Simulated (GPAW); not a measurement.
CuI:

```xyz
2
Lattice="0.0000 3.0315 3.0315 3.0315 0.0000 3.0315 3.0315 3.0315 0.0000" Properties=species:S:1:pos:R:3 pbc="T T T"
Cu    4.5473    4.5473    4.5473
I     0.0000    0.0000    0.0000
```

Base run:

- Program: GPAW 26.7.0
- Functional: LDA
- Potentials or basis: the program's PAW data sets (release 1.2.1) made for this functional
- Cutoff: 600 eV
- Basis: pw
- k mesh: 7 × 7 × 7
- Occupations: fermi-dirac, width 0.05 eV
- Spin: no spin polarisation

Its results: band gap on the k mesh 0.96 eV, direct.

Problem. The run is repeated on the same cell with these changes: functional from LDA to TB-mBJ; potentials or basis from the program's PAW data sets (release 1.2.1) made for this functional to GPAW PAW data sets for LDA (gpaw-data 1.2.1). What comes out?

Solution. Band gap on the k mesh 2.18 eV, direct.

Caveats: spin-orbit coupling is left out, which moves the levels of the heavy elements; a model potential gives levels but no total energy (some runs); an odd mesh through Γ misses points on the zone boundary, where band edges often lie (some runs).

Not every run made on this cell is shown here.
